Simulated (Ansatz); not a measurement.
# BBrH4OSi: a ladder of functionals and wavefunction methods

Aim: compute BBrH4OSi with functionals from several rungs and with coupled cluster. The yardstick is the atomisation energy at the CCSD(T) limit.

Method: functionals in def2-TZVPP, the program's frozen cores in correlated methods; program: Ansatz 0.2.0, Gaussian basis.

Plan: LDA (SPW92), PBE-D4, revPBE-D4, BLYP-D4, r2SCAN-D4, B97M-V, PBE0-D4, B3LYP-D4, r2SCANh-D4, r2SCAN0-D4, HSE06-D4, BHLYP-D4, CAM-B3LYP-D4, LC-ωPBE, ωB97X-V, ωB97M-V, B2PLYP, PBE-QIDH; CCSD(T)/def2-SVP; CCSD(T)/def2-TZVPP; MP2/def2-QZVPP; extrapolation to the limit; RPA on PBE.

**1. Structure used throughout**

All runs share one geometry, relaxed beforehand with PBE0-D4 in a triple-zeta def2 set.

8 atoms, charge 0, spin multiplicity 1.

Atoms are counted from 1 here; the program's logs count them from 0.

Bond lengths: B1–O2 1.353 Å, B1–H5 1.203 Å, B1–H6 1.197 Å, O2–Si3 1.647 Å, Si3–Br4 2.209 Å, Si3–H7 1.479 Å, Si3–H8 1.475 Å. Angles: O2–B1–H5 119.8°, O2–B1–H6 117.9°, H5–B1–H6 122.3°, B1–O2–Si3 130.6°, O2–Si3–Br4 109.3°, O2–Si3–H7 110.4°, O2–Si3–H8 107.6°, Br4–Si3–H7 108.1°, Br4–Si3–H8 108.3°, H7–Si3–H8 113.1°.

As a file:

```
atom     x (Å)     y (Å)     z (Å)
  B1  -0.49903   1.47739  -0.26077
  O2  -0.74193   0.18448   0.05538
 Si3   0.29474  -1.06279   0.34083
 Br4   0.53724  -2.24723  -1.50738
  H5   0.63453   1.87125  -0.34084
  H6  -1.43929   2.19449  -0.44403
  H7   1.62430  -0.54808   0.73429
  H8  -0.31836  -1.92660   1.36672
```

**2. LDA**

This LDA is Slater exchange with PW92 correlation.

File in.yaml:

```yaml
crystal:
  periodic: [false, false, false]
  atoms:
    - {symbol: B, position_ang: [-0.499027, 1.477386, -0.260772]}
    - {symbol: O, position_ang: [-0.741930, 0.184476, 0.055375]}
    - {symbol: Si, position_ang: [0.294737, -1.062786, 0.340831]}
    - {symbol: Br, position_ang: [0.537237, -2.247235, -1.507378]}
    - {symbol: H, position_ang: [0.634526, 1.871250, -0.340841]}
    - {symbol: H, position_ang: [-1.439288, 2.194494, -0.444029]}
    - {symbol: H, position_ang: [1.624303, -0.548084, 0.734290]}
    - {symbol: H, position_ang: [-0.318360, -1.926601, 1.366725]}
basis:
  gaussian: {orbitals: def2-TZVPP}
hamiltonian: {xc: lda}
output: {orbitals: {seedname: orbitals}}
```

Command:

```sh
$ ansatz run in.yaml --threads 4 --pin off --events-out ev --progress --plain --max-ram 10444MiB
```

Further steps of the session: PBE-D4 (GGA); revPBE-D4 (GGA); BLYP-D4 (GGA); r2SCAN-D4 (meta-GGA); B97M-V (meta-GGA); B3LYP-D4 (hybrid); r2SCANh-D4 (hybrid); r2SCAN0-D4 (hybrid); HSE06-D4 (hybrid); BHLYP-D4 (hybrid); CAM-B3LYP-D4 (range-separated); LC-ωPBE (range-separated); ωB97X-V (range-separated); ωB97M-V (range-separated); B2PLYP (double hybrid); PBE-QIDH (double hybrid); CCSD(T) in def2-SVP; CCSD(T) in def2-TZVPP; MP2 in def2-QZVPP; RPA on PBE orbitals.

**Question.** What will the summary of the whole plan be? Wanted: atomisation energy, CCSD(T)/CBS; farthest beyond LDA; mean size of error, GGA; mean size of error, meta-GGA; mean size of error, hybrid; mean size of error, range-separated; mean size of error, double hybrid; gap, smallest and largest; T1 diagnostic.

**Answer**, as computed:

| quantity | value |
| --- | --- |
| atomisation energy, CCSD(T)/CBS | 2805.3 kJ/mol |
| functionals within 28.1 kJ/mol (1.0 %) | PBE-D4, r2SCAN-D4, B97M-V, B3LYP-D4, r2SCANh-D4, CAM-B3LYP-D4, ωB97X-V, ωB97M-V |
| farthest beyond LDA | revPBE-D4 (-67.5 kJ/mol) |
| mean size of error, GGA | 34.2 kJ/mol |
| mean size of error, meta-GGA | 4.1 kJ/mol |
| mean size of error, hybrid | 30.7 kJ/mol |
| mean size of error, range-separated | 11.1 kJ/mol |
| mean size of error, double hybrid | 32.3 kJ/mol |
| gap, smallest and largest | 5.04 eV (LDA (SPW92)), 12.67 eV (LC-ωPBE) |
| T1 diagnostic | 0.0104 |
| triples share of the correlation energy | 3.3 % |

LDA overbinds by 329.4 kJ/mol (12 %). PBE-D4 is off by -3.5 kJ/mol. Double hybrids carry the basis error of their MP2 part in triple zeta, and no dispersion term here, so their miss is partly the set-up's. The rungs meta-GGA, range-separated miss on average by less than the doubt on the reference (28.1 kJ/mol), so they tie. The reference freezes the cores and leaves out relativity and excitations past (T), and its outer-core shells are covered unevenly, so misses under about 28.1 kJ/mol can't be ranked. All levels share the lack of spin-orbit coupling, which lowers the free heavy atoms and so the true binding. Hartree-Fock recovers 77 % of the binding; the rest is correlation. CCSD(T) in def2-SVP is off by -186.2 kJ/mol, which most functionals beat. Orbital gaps span 5.0 to 12.7 eV; exact exchange widens them. Correlated methods include outer-core shells of Br, which these sets cover unevenly.
